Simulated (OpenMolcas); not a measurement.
# singlet B2H2Cl2 at 6 levels

Wanted: a comparison of 6 runs (HF/aug-cc-pVDZ, B3LYP/6-31G*, B3LYP/aug-cc-pVDZ, BHLYP/aug-cc-pVDZ, SVWN5/aug-cc-pVDZ, revPBE/aug-cc-pVDZ) of singlet B2H2Cl2. 

Program for the calculation: OpenMolcas 26.06.

1 further run of the same task is left out (set aside as unsound or not needed).

## Step 1: Starting point

B2H2Cl2 has 6 atoms, charge 0, and is taken as a singlet. As SMILES of the parent species, `[BH2-]B(Cl)Cl`. The shape is that of a GFN2-xTB optimisation. That shape belongs to the parent species and isn't relaxed for this state.

Bond lengths: B1–B2 1.572 Å, B2–Cl3 1.831 Å, B2–Cl4 1.836 Å, B1–H5 1.196 Å, B1–H6 1.197 Å. Angles: B1–B2–Cl3 125.9°, B1–B2–Cl4 125.5°, Cl3–B2–Cl4 108.6°, B2–B1–H5 123.3°, B2–B1–H6 122.9°, H5–B1–H6 113.8°.

## Step 2: A single-point energy at HF/aug-cc-pVDZ (run 1)

struct.xyz reads:

```xyz
6

B     -0.760010     0.487400     0.201300
B      0.534770    -0.338020    -0.137360
Cl     1.977310    -0.573740     0.964820
Cl     0.846670    -1.234480    -1.708930
H     -0.923510     1.055100     1.240770
H     -1.675230     0.603740    -0.560600
```

test.inp reads:

```
* B2Cl2H2 Hartree-Fock
>>> EXPORT MOLCAS_PRINT=2
&GATEWAY
BasLib = $CurrDir
Coord = struct.xyz
Basis = aug-cc-pVDZ
Group = NoSym
&SEWARD
&SCF
Thresholds = 1e-10 1e-07 1e-07 1e-05
PrOrbitals = 1 2
```

The basis set aug-cc-pVDZ is read from a file made from the Basis Set Exchange's data (not shown).

Command:

```console
$ export MOLCAS_MEM=1860
$ pymolcas test.inp > test.log
```

Log:

```text
--- Start Module: gateway ---
[...]
--- Stop Module: gateway /rc=_RC_ALL_IS_WELL_ ---
--- Start Module: seward ---
[...]
      Basis functions          118
--- Stop Module: seward /rc=_RC_ALL_IS_WELL_ ---
[...]
--- Start Module: scf ---
[...]
       Convergence after  14 Iterations
[...]
::    Total SCF energy                               -969.5755314287
[...]
      Total spin, S                                     0.0000000000
[...]
      Total electronic charge=   46.000000
      Total            charge=   -0.000000
[...]
      Dipole Moment (debye):
      Origin of the operator (angstrom)=    0.9966   -0.6376   -0.2621
                   X= -1.3426E+00               Y=  8.8101E-01               Z=  3.8481E-01           Total=  1.6513E+00
      Quadrupole Moment (debye*angstrom):
[...]
--- Stop Module: scf /rc=_RC_ALL_IS_WELL_ ---
[...]
```

Wall time 13 s (1 thread of Intel Xeon 6975P-C (Granite Rapids), shared host); peak memory 0.74 GiB.

## Step 3: The energy at B3LYP/6-31G(d) (Cartesian functions) (run 2)

run.input reads:

```
* B2Cl2H2 Kohn-Sham DFT

&GATEWAY
 BasLib
 $CurrDir
 BasisSet
 B.6-31Gs....
 B1 -0.760010 0.487400 0.201300 angstrom
 B2 0.534770 -0.338020 -0.137360 angstrom
 End of Basis
 BasisSet
 Cl.6-31Gs....
 Cl3 1.977310 -0.573740 0.964820 angstrom
 Cl4 0.846670 -1.234480 -1.708930 angstrom
 End of Basis
 BasisSet
 H.6-31Gs....
 H5 -0.923510 1.055100 1.240770 angstrom
 H6 -1.675230 0.603740 -0.560600 angstrom
 End of Basis

&SEWARD
 GridInput
 Grid=UltraFine
 End of Grid

&SCF
 KSDFT
 B3LYP
 Thresholds
 1e-10 1e-07 1e-07 1e-05
 PrOrbitals
 0
```

The basis set 6-31G* is read from a file made from the Basis Set Exchange's data (not shown).

Command:

```console
$ export MOLCAS_MEM=1860
$ pymolcas run.input > run.log
```

Log:

```text
--- Start Module: gateway ---
[...]
--- Stop Module: gateway /rc=_RC_ALL_IS_WELL_ ---
--- Start Module: seward ---
[...]
      Basis functions           72
--- Stop Module: seward /rc=_RC_ALL_IS_WELL_ ---
[...]
--- Start Module: scf ---
[...]
       Convergence after  14 Iterations
[...]
::    Total KS-DFT energy                            -971.3210393122
[...]
      Total spin, S                                     0.0000000000
[...]
      Total electronic charge=   46.000000
      Total            charge=   -0.000000
[...]
      Dipole Moment (debye):
      Origin of the operator (angstrom)=    0.9966   -0.6376   -0.2621
                   X= -9.9424E-01               Y=  6.5497E-01               Z=  2.8990E-01           Total=  1.2254E+00
      Quadrupole Moment (debye*angstrom):
[...]
--- Stop Module: scf /rc=_RC_ALL_IS_WELL_ ---
[...]
```

Wall time 9.6 s (1 thread of Intel Xeon 6975P-C (Granite Rapids), shared host); peak memory 0.42 GiB.

Run 3 isn't shown in full; the table further down has it.

## Step 4: The energy at BHLYP/aug-cc-pVDZ (run 4)

job.inp reads:

```
>>> EXPORT MOLCAS_PRINT=2

&GATEWAY
 BASLIB=$CurrDir
 COORD
 6
 angstrom
 B       -0.760010       0.487400       0.201300
 B        0.534770      -0.338020      -0.137360
 Cl       1.977310      -0.573740       0.964820
 Cl       0.846670      -1.234480      -1.708930
 H       -0.923510       1.055100       1.240770
 H       -1.675230       0.603740      -0.560600
 BASIS=aug-cc-pVDZ
 GROUP=NoSym

&SEWARD
 GRIDINPUT
 Grid=UltraFine
 End of Grid

&SCF
 KSDFT=HYB_GGA_XC_BHANDHLYP
 THRESHOLDS=1e-10 1e-07 1e-07 1e-05
 PRORBITALS=1 2
```

The basis set aug-cc-pVDZ is read from a file made from the Basis Set Exchange's data (not shown).

Command:

```console
$ export MOLCAS_MEM=1860
$ pymolcas job.inp > job.log
```

Log:

```text
--- Start Module: gateway ---
[...]
--- Stop Module: gateway /rc=_RC_ALL_IS_WELL_ ---
--- Start Module: seward ---
[...]
      Basis functions          118
--- Stop Module: seward /rc=_RC_ALL_IS_WELL_ ---
[...]
--- Start Module: scf ---
[...]
       Convergence after  13 Iterations
[...]
::    Total KS-DFT energy                            -971.3138661649
[...]
      Total spin, S                                     0.0000000000
[...]
      Total electronic charge=   46.000000
      Total            charge=   -0.000000
[...]
      Dipole Moment (debye):
      Origin of the operator (angstrom)=    0.9966   -0.6376   -0.2621
                   X= -1.1125E+00               Y=  7.3167E-01               Z=  3.2224E-01           Total=  1.3700E+00
      Quadrupole Moment (debye*angstrom):
[...]
--- Stop Module: scf /rc=_RC_ALL_IS_WELL_ ---
[...]
```

Run time: 31 s. Hardware: 1 thread of Intel Xeon 6975P-C (Granite Rapids), shared host; peak memory 0.73 GiB.

Run 5 isn't shown in full; the table further down has it.

## Step 5: The energy at revPBE/aug-cc-pVDZ (run 6)

input.xyz reads:

```xyz
6

B     -0.760010     0.487400     0.201300
B      0.534770    -0.338020    -0.137360
Cl     1.977310    -0.573740     0.964820
Cl     0.846670    -1.234480    -1.708930
H     -0.923510     1.055100     1.240770
H     -1.675230     0.603740    -0.560600
```

job.inp reads:

```
* B2Cl2H2 Kohn-Sham DFT
>>> EXPORT MOLCAS_PRINT=2

&GATEWAY
  BASLIB = $CurrDir
  COORD = input.xyz
  BASIS = aug-cc-pVDZ
  GROUP = NoSym

&SEWARD
  GRIDINPUT
  Grid=UltraFine
  End of Grid

&SCF
  KSDFT = revPBE
  THRESHOLDS = 1e-10 1e-07 1e-07 1e-05
  PRORBITALS = 1 1
```

The basis set aug-cc-pVDZ is read from a file made from the Basis Set Exchange's data (not shown).

Command:

```console
$ export MOLCAS_MEM=1860
$ pymolcas job.inp > job.log
```

Log:

```text
--- Start Module: gateway ---
[...]
--- Stop Module: gateway /rc=_RC_ALL_IS_WELL_ ---
--- Start Module: seward ---
[...]
      Basis functions          118
--- Stop Module: seward /rc=_RC_ALL_IS_WELL_ ---
[...]
--- Start Module: scf ---
[...]
       Convergence after  16 Iterations
[...]
::    Total KS-DFT energy                            -971.1517339422
[...]
      Total spin, S                                     0.0000000000
[...]
      Total electronic charge=   46.000000
      Total            charge=   -0.000000
[...]
      Dipole Moment (debye):
      Origin of the operator (angstrom)=    0.9966   -0.6376   -0.2621
                   X= -7.1440E-01               Y=  4.7371E-01               Z=  2.1382E-01           Total=  8.8345E-01
      Quadrupole Moment (debye*angstrom):
[...]
--- Stop Module: scf /rc=_RC_ALL_IS_WELL_ ---
[...]
```

It took 36 s on 1 thread of Intel Xeon 6975P-C (Granite Rapids), shared host; peak memory 0.73 GiB.

## Step 6: The series

| run | level | Cartesian functions | integration grid | energy (Eh) | dipole moment (D) | HOMO energy (eV) | LUMO energy (eV) | wall time |
| --- | --- | --- | --- | --- | --- | --- | --- | --- |
| 1 | HF/aug-cc-pVDZ | no | – | -969.575531 | 1.65 | -12.09 | -0.58 | 13 s |
| 2 | B3LYP/6-31G* (Cartesian functions) | yes | UltraFine | -971.321039 | 1.23 | -8.46 | -4.13 | 9.6 s |
| 3 | B3LYP/aug-cc-pVDZ | no | UltraFine | -971.373212 | 1.11 | -8.59 | -4.32 | 33 s |
| 4 | BHLYP/aug-cc-pVDZ | no | UltraFine | -971.313866 | 1.37 | -10.10 | -3.10 | 31 s |
| 5 | SVWN5/aug-cc-pVDZ | no | UltraFine | -967.779028 | 0.87 | -7.62 | -5.29 | 25 s |
| 6 | revPBE/aug-cc-pVDZ | no | UltraFine | -971.151734 | 0.88 | -7.45 | -4.94 | 36 s |

## Step 7: Outcome

| quantity | value |
| --- | --- |
| run 6: total energy | -971.15173 Eh |
| run 6: dipole moment | 0.88 D |
| run 6: HOMO energy | -7.45 eV |
| run 6: LUMO energy | -4.94 eV |
| run 6: HOMO–LUMO gap | 2.51 eV |

**Reading.** The dipole moment (its size) runs from 0.87 D (SVWN5/aug-cc-pVDZ) to 1.65 D (HF/aug-cc-pVDZ). The HOMO–LUMO gap runs from 2.33 eV (SVWN5/aug-cc-pVDZ) to 11.51 eV (HF/aug-cc-pVDZ). Exact exchange widens orbital gaps. Totals of different functionals can't be ranked against each other. All runs together took 2.5 min, the longest 36 s.
